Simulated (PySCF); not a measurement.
**CsZn+: from the state search to spectroscopic constants**

The task here is to estimate one member of a computed series from the others.

Program: PySCF 2.14.0. Level of theory: Cs def2-SVPD with ECP46, Zn def2-SVPD, scalar-relativistic core potentials. These are calculated values, not measurements.

Set-up of the first run:

A driver script around PySCF takes these settings:

| Property | Result |
| --- | --- |
| atoms | Cs, Zn |
| charge | 1 |
| basis | Cs def2-SVPD with ECP46, Zn def2-SVPD |
| Hamiltonian | scalar-relativistic core potentials |
| basis functions | 61 |
| electrons treated | 38 |
| masses in u | 132.9054, 63.9291 |
| levels | PBE0, PBE, r²SCAN, M06-L, BHandHLYP, BP86, HSE06, HF, MP2, SCS-MP2, CCSD, CCSD(T) |
| grid | 80 radial by 434 angular points |
| occupations | held fixed by the projection of orbital angular momentum |
| dissociation limit | Cs+ + Zn, each in its ground configuration |
| starting distance in angstrom | 3.495 |
| values of 2S to try | 0, 2 |

Started as:

```
OMP_NUM_THREADS=1 python dia.py task.json out
```

Steps of the session up to this table: Set-up; PBE0 along the bond; Other states along the same grid; PBE; r²SCAN; M06-L; BHandHLYP; BP86 (GGA); HSE06 (range-separated hybrid); RHF (mean field); Adding correlation.

One of the session's tables, all rows but one given; the rest of the session is left out.

Energy (eV) from each level's lowest point:

| R (Å) | RHF | RHF-MP2 | RHF-SCS-MP2 | RHF-CCSD | RHF-CCSD(T) |
| --- | --- | --- | --- | --- | --- |
| 3.335 | 0.294 | 0.151 | 0.169 | n/a | n/a |
| 3.490 | 0.173 | 0.071 | 0.083 | 0.085 | 0.079 |
| 3.645 | 0.094 | 0.027 | 0.034 | 0.036 | 0.032 |
| 3.762 | ? | ? | ? | ? | ? |
| 3.878 | 0.030 | 0.002 | 0.004 | 0.004 | 0.003 |
| 3.994 | 0.014 | 0.000 | 0.000 | 0.000 | 0.000 |
| 4.149 | 0.003 | 0.005 | 0.002 | 0.002 | 0.003 |
| 4.343 | 0.000 | 0.016 | 0.012 | 0.010 | 0.012 |
| 4.576 | 0.006 | 0.035 | 0.028 | 0.025 | 0.028 |
| 4.886 | 0.021 | 0.060 | 0.051 | n/a | n/a |

Estimate the missing values for R (Å) = 3.762.

Worked estimate for «RHF». A straight line through the neighbours (3.645, 0.094) and (3.878, 0.030) gives 0.094 + (0.030 − 0.094) × (3.762 − 3.645) / (3.878 − 3.645) = 0.062; a parabola fitted to 4 rows on both sides gives 0.055.

The run gave: RHF: 0.056; RHF-MP2: 0.010; RHF-SCS-MP2: 0.014; RHF-CCSD: 0.015; RHF-CCSD(T): 0.013. In «RHF» the line misses by +0.006 and the parabola by -0.001.

Limits of these values: The bond is weak, and basis-set superposition, which was not computed, may be a sizeable part of it.
